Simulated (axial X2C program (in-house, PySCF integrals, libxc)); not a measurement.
# A two-component session on TaGa: properties at the nuclei

Wanted for TaGa: properties at the nuclei, at the two-component level.

Computed with an in-house X2C program for linear molecules on PySCF integrals. Level: two-component X2C with atomic mean-field terms, Ta dyall-cv3z, Ga dyall-cv3z.

All values are calculated.

## Step 1: The job

The input, task.json:

```json
{"zs": [73, 31], "q": 0, "bas": ["dyall-cv3z", "dyall-cv3z"], "r0": 2.7, "levels": ["PBE0", "HF", "PBE", "PBE50", "BP86"], "nst": 3}
```

Keys: zs atomic numbers; q charge; bas basis sets; r0 starting distance in Å; levels methods (HF also brings MP2); nst determinants followed.

Launch:

```
$ python soeom.py task.json out
```

Further steps of the session: Expectation values, lowest determinant; Expectation values, a higher determinant; Expectation values, a higher determinant.

What does the calculation give? Wanted: lowest determinant; Eeff magnitude; Ws magnitude Ta; A∥/gI Ta; qzz Ta; higher determinant (for each run or level that gives them).

The runs gave:

| quantity | value |
| --- | --- |
| lowest determinant | Ω = 4 (excess of +ω over −ω: ω = 3/2, ω = 5/2) |
| Eeff magnitude (GV/cm), PBE0 | 10.1 |
| Ws magnitude Ta (kHz), PBE0 | 3.13 |
| A∥/gI Ta (MHz), PBE0 | 258 |
| qzz Ta (a.u.), PBE0 | -3.11 |
| higher determinant | Ω = 3 (excess of +ω over −ω: ω = 1/2, ω = 5/2) |
| Eeff magnitude (GV/cm), PBE0, higher determinant | 6.94 |
| Ws magnitude Ta (kHz), PBE0, higher determinant | 1.57 |
| A∥/gI Ta (MHz), PBE0, higher determinant | 1850 |
| qzz Ta (a.u.), PBE0, higher determinant | 1.74 |
| higher determinant | Ω = 2 (excess of +ω over −ω: ω = -1/2, ω = 5/2) |
| Eeff magnitude (GV/cm), PBE0, higher determinant | 16.4 |
| Ws magnitude Ta (kHz), PBE0, higher determinant | 6.63 |
| A∥/gI Ta (MHz), PBE0, higher determinant | 880 |
| qzz Ta (a.u.), PBE0, higher determinant | 3.20 |

In the first state, the effective field runs from 0.761 to 87.2 GV/cm over the mean-field levels, so the levels don't agree on it. The expectation values come from single determinants, which for open shells can mix terms of unlike spin or miss the lowest Ω, so a determinant need not be a state. Eeff is the effective electric field on the electron dipole moment in this Ω state and Ws the scalar–pseudoscalar constant (defined with the proton number Z and per Ω); A∥ is the parallel hyperfine constant, which follows by multiplying with the nuclear g factor gI = μI/(I μN); qzz is the electric field gradient, eQq0 = 234.96 MHz × Q/barn × qzz; μ is positive if Ga is the positive end. The operators were transformed with the bare-nucleus X2C matrices. A second determinant lies within 0.1 eV of the first, so their order is not settled at this level.
